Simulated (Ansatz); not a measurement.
# Ti (Titanium): the cost of one run

Computed with Ansatz 0.2.0 (DFT PBE, scalar-relativistic, plane waves, PAW, unless a step's input says otherwise).

## Step 1: The starting structure

Symmetry: P6_3/mmc, No. 194, hexagonal system. Conventional cell: a = 2.939 Å, b = 2.939 Å, c = 4.650 Å, α = 90.00°, β = 90.00°, γ = 120.00°. Around Ti (site symmetry -6m2) lie 12 Ti at 2.88 to 2.94 Å.

As a file:

```cif
data_structure
_symmetry_space_group_name_H-M 'P6_3/mmc'
_symmetry_Int_Tables_number 194
_cell_length_a 2.9386
_cell_length_b 2.9386
_cell_length_c 4.6504
_cell_angle_alpha 90.000
_cell_angle_beta 90.000
_cell_angle_gamma 120.000
_cell_volume 34.78
loop_
_atom_site_label
_atom_site_type_symbol
_atom_site_symmetry_multiplicity
_atom_site_Wyckoff_symbol
_atom_site_fract_x
_atom_site_fract_y
_atom_site_fract_z
_atom_site_occupancy
Ti1 Ti 2 c 0.33333 0.66667 0.25000 1
```

It is the result of an earlier relaxation at this level (volume 17.39 Å³/atom; gap on the mesh: none (metal)).

## Step 2: The cell as listed, for comparison

The input, input.yaml:

```yaml
crystal:
  lattice:
    - [2.95, 0.0, 0.0]
    - [-1.475, 2.5547749412, 0.0]
    - [0.0, 0.0, 4.68]
  atoms:
    - { symbol: Ti, position: [0.3333333333, 0.6666666667, 0.25] }
    - { symbol: Ti, position: [0.6666666667, 0.3333333333, 0.75] }
basis:
  ecutwfc: 420
kpoints:
  mp_grid: { grid: [18, 18, 10] }
hamiltonian:
  xc: pbe
scf:
  occupations: { method: gaussian, width: 0.1 }
output:
  forces: true
  stress: true
  eigenvalues: true
  populations: true
```

Launch:

```bash
$ ansatz run input.yaml --threads 1 --pin off --max-ram 2560MiB --backend cpu --events-out ev --progress --plain --runs-dir out
```

Q: Estimate wall time and peak memory on 1 thread of an x86-64 CPU, shared host.

About 3.9 s, with a peak of 0.52 GiB.
